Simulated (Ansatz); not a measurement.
# GaPPt5: the cost of one run

Method: DFT PBEsol, scalar-relativistic, plane waves, PAW, in Ansatz 0.2.0.

## (1) The structure to begin with

Symmetry: P4/mmm, No. 123, tetragonal system. Conventional cell: a = 3.945 Å, b = 3.945 Å, c = 6.943 Å, α = 90.00°, β = 90.00°, γ = 90.00°. Ga (site symmetry 4/mmm) has 12 Pt at 2.79 to 2.82 Å as nearest neighbours. P (site symmetry 4/mmm) is surrounded by 8 Pt at 2.45 Å. Around Pt (site symmetry 2mm) lie 2 P at 2.45 Å and 7 Pt at 2.79 to 2.90 Å and 2 Ga at 2.82 Å. Pt (site symmetry 4/mmm) has 4 Ga at 2.79 Å and 8 Pt at 2.82 Å as nearest neighbours.

Structure file:

```
CELL_PARAMETERS angstrom
3.94517 0.00000 0.00000
0.00000 3.94517 0.00000
0.00000 0.00000 6.94288
ATOMIC_POSITIONS crystal
Ga 0.50000 0.50000 0.00000
P 0.00000 0.00000 0.50000
Pt 0.00000 0.50000 0.29086
Pt 0.00000 0.50000 0.70914
Pt 0.50000 0.00000 0.29086
Pt 0.50000 0.00000 0.70914
Pt 0.00000 0.00000 0.00000
```

It goes back to an entry of the Materials Project, which need not be the stable form.

It is the result of an earlier relaxation at this level (volume 15.44 Å³/atom; gap on the mesh: none (metal)).

## (2) Relaxing with PBEsol

Contents of input.yaml:

```yaml
crystal:
  lattice:
    - [3.9451681462, 0.0, 0.0]
    - [0.0, 3.9451681462, 0.0]
    - [0.0, 0.0, 6.9428842327]
  atoms:
    - { symbol: Ga, position: [0.5, 0.5, 0.0] }
    - { symbol: P, position: [0.0, 0.0, 0.5] }
    - { symbol: Pt, position: [0.0, 0.5, 0.2908617295] }
    - { symbol: Pt, position: [0.0, 0.5, 0.7091382705] }
    - { symbol: Pt, position: [0.5, 0.0, 0.2908617295] }
    - { symbol: Pt, position: [0.5, 0.0, 0.7091382705] }
    - { symbol: Pt, position: [0.0, 0.0, 0.0] }
basis:
  ecutwfc: 420
kpoints:
  mp_grid: { grid: [10, 10, 6] }
hamiltonian:
  xc: pbesol
scf:
  occupations: { method: gaussian, width: 0.1 }
output:
  forces: true
  stress: true
  eigenvalues: true
relax:
  adjacent_minimum: "off"
  f_tol: 0.005
  max_steps: 50
  cell: { stress_tol: 0.05 }
```

Command:

```console
$ ansatz run input.yaml --threads 2 --pin off --max-ram 5120MiB --backend cpu --events-out ev --progress --plain --runs-dir out
```

What time and memory should one allow on 2 threads of Arm Neoverse N1, shared host?

About 4.1 min, with a peak of 0.76 GiB.
